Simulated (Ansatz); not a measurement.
The system is Hf2Pd2Se2Br2O3.

```
CELL_PARAMETERS angstrom
7.58666 -1.70971 -1.17576
7.58666 1.70971 -1.17576
-2.02446 0.00000 13.05155
ATOMIC_POSITIONS crystal
Hf 0.94514 0.94514 0.06144
Hf 0.60628 0.60628 0.28309
Pd 0.17920 0.17920 0.50964
Pd 0.32286 0.32286 0.74307
Se 0.92232 0.92232 0.84566
Se 0.78991 0.78991 0.58800
Br 0.58645 0.58645 0.04520
Br 0.24604 0.24604 0.28651
O 0.59701 0.59701 0.42127
O 0.38554 0.38554 0.07302
O 0.03094 0.03094 0.22169
```

The cell was built by a generator and needn't be a form met in nature.

* Program: Ansatz 0.2.0
* Task: relaxation of cell and atoms
* Functional: r2SCAN
* Potentials or basis: Ansatz PAW
* Cutoff: 500 eV (not typed: the program's choice for these potentials)
* k mesh: 6 × 6 × 2
* Occupations: fermi-dirac, width 0.05 eV
* Spin: no spin polarisation

At the start: volume 30.04 Å³/atom.

Problem. How do energy, volume and symmetry change on relaxing?

Solution. It ends after 21 steps and the volume is 25.13 Å³/atom (-16.3 %); space group Cm (No. 8, to 0.05 Å).

Step by step:
```csv
step,energy change (eV),largest force (eV/Å),volume (Å³)
1,0.0000,0.5235,330.44
2,-0.0193,0.3939,324.25
3,-0.0397,0.0764,324.72
4,-0.0416,0.0224,323.66
5,-0.0450,0.0207,320.73
6,-0.0486,0.0605,317.55
7,-0.0609,0.1777,302.89
8,-0.0685,0.1757,295.13
9,-0.0886,0.1102,280.81
10,-0.1055,0.1953,275.82
11,-0.1129,0.2617,276.81
12,-0.1165,0.1411,276.06
13,-0.1190,0.0330,275.04
14,-0.1192,0.0345,275.15
15,-0.1193,0.0183,275.22
16,-0.1194,0.0188,275.40
17,-0.1194,0.0231,275.62
18,-0.1193,0.0203,275.94
19,-0.1192,0.0115,276.20
20,-0.1192,0.0062,276.48
21,-0.1086,0.0082,276.48
```

Final structure:
```
Hf Pd Se Br O
1.0
     6.19105   -1.70330   -1.16534
     6.19105    1.70330   -1.16534
    -1.57911    0.00000   13.40652
Hf Pd Se Br O
2 2 2 2 3
Direct
  0.93415 0.93415 0.05444
  0.60520 0.60520 0.28153
  0.16879 0.16879 0.50544
  0.32314 0.32314 0.74310
  0.93213 0.93213 0.85115
  0.79632 0.79632 0.59231
  0.61271 0.61271 0.06022
  0.27959 0.27959 0.30724
  0.58054 0.58054 0.41034
  0.35951 0.35951 0.05751
  0.01961 0.01961 0.21531
```

Caveat: the volume moved by over 15 % at a fixed basis, so the end points are rough; the plane-wave basis is chosen anew once the cell has moved, so the energies of steps on either side of that aren't comparable; the PAW data sets come from PBE, with cores solved anew for the run's functional, which leaves a small shift of forces and pressure.
